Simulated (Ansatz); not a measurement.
# C2H7FN2Si: one species, many methods

The task here is to estimate one member of a computed series from the others.

Computed with Ansatz 0.2.0, Gaussian basis. Level: functionals in def2-TZVPP, the program's frozen cores in correlated methods.

Levels to be run: PBE-D4, r2SCAN-D4, PBE0-D4, B3LYP-D4, ωB97X-V, ωB97M-V, B2PLYP; CCSD(T)/def2-TZVPP; MP2/def2-QZVPP; extrapolation to the limit.

### The relaxed structure

An earlier PBE0-D4 in a triple-zeta def2 set relaxation fixed the geometry.

SMILES `C=NC(F)N[SiH3]`, 13 atoms, charge 0, spin multiplicity 1.

Atoms are counted from 1 here; the program's logs count them from 0.

Bond lengths: C1–N2 1.259 Å, C1–H7 1.089 Å, C1–H8 1.092 Å, N2–C3 1.427 Å, C3–F4 1.414 Å, C3–N5 1.403 Å, C3–H9 1.096 Å, N5–Si6 1.729 Å, N5–H10 1.008 Å, Si6–H11 1.484 Å, Si6–H12 1.485 Å, Si6–H13 1.488 Å. Angles: N2–C1–H7 118.1°, N2–C1–H8 123.6°, H7–C1–H8 118.2°, C1–N2–C3 119.4°, N2–C3–F4 112.1°, N2–C3–N5 110.3°, N2–C3–H9 108.6°, F4–C3–N5 110.8°, F4–C3–H9 104.0°, N5–C3–H9 110.9°, C3–N5–Si6 123.9°, C3–N5–H10 113.2°, Si6–N5–H10 120.1°, N5–Si6–H11 107.2°, N5–Si6–H12 106.8°, N5–Si6–H13 114.8°, H11–Si6–H12 111.3°, H11–Si6–H13 108.3° and more.

Set-up of the first run:

Contents of in.yaml:

```yaml
crystal:
  periodic: [false, false, false]
  atoms:
    - {symbol: C, position_ang: [-1.442011, -1.625710, 1.527658]}
    - {symbol: N, position_ang: [-0.913704, -1.442427, 0.399245]}
    - {symbol: C, position_ang: [-0.592139, -0.115785, -0.017516]}
    - {symbol: F, position_ang: [-0.886427, 0.841421, 0.980337]}
    - {symbol: N, position_ang: [0.755472, -0.039588, -0.398808]}
    - {symbol: Si, position_ang: [1.442455, 1.302090, -1.246799]}
    - {symbol: H, position_ang: [-1.676316, -2.646914, 1.824642]}
    - {symbol: H, position_ang: [-1.678767, -0.818108, 2.223155]}
    - {symbol: H, position_ang: [-1.249369, 0.157708, -0.850324]}
    - {symbol: H, position_ang: [1.349685, -0.670978, 0.115941]}
    - {symbol: H, position_ang: [2.703500, 0.828495, -1.870135]}
    - {symbol: H, position_ang: [0.452246, 1.712228, -2.275155]}
    - {symbol: H, position_ang: [1.755776, 2.482765, -0.397442]}
basis:
  gaussian: {orbitals: def2-TZVPP}
hamiltonian: {xc: pbe, dispersion: d4}
output: {forces: true, orbitals: {seedname: orbitals}}
```

Command:

```
> ansatz run in.yaml --threads 2 --pin off --events-out ev --progress --plain --max-ram 22528MiB --backend cuda --devices 0, --max-vram 18GiB
```

Among the steps run: PBE-D4 (GGA); r2SCAN-D4 (meta-GGA); PBE0-D4 (hybrid); B3LYP-D4 (hybrid); ωB97X-V (range-separated); ωB97M-V (range-separated); B2PLYP (double hybrid); CCSD(T) in def2-TZVPP; MP2 in def2-QZVPP.

One table of the session follows, with a row left open; its other results are not shown here.

| method | atomisation energy (kJ/mol) |
| --- | --- |
| PBE-D4 | 4892.2 |
| r2SCAN-D4 | ? |
| PBE0-D4 | 4772.8 |
| B3LYP-D4 | 4786.5 |
| ωB97X-V | 4799.5 |
| ωB97M-V | 4791.8 |
| B2PLYP | 4722.1 |
| HF/def2-TZVPP | 3298.3 |
| MP2/def2-TZVPP | 4696.4 |
| CCSD/def2-TZVPP | 4538.4 |
| CCSD(T)/def2-TZVPP | 4620.2 |
| MP2/CBS | 4839.1 |
| CCSD(T)/CBS | 4762.9 |

Estimate the missing values for r2SCAN-D4.

**Answer.** atomisation energy (kJ/mol): 4757.7. In the column «atomisation energy (kJ/mol)» it lies between B2PLYP (4722.1) and CCSD(T)/CBS (4762.9).

Caveats from the session: Free atoms (2 C, 2 N, 1 F, 1 Si, 7 H) were run apart at each level; the atomisation energy is their sum less the molecule, without zero-point or spin-orbit terms.
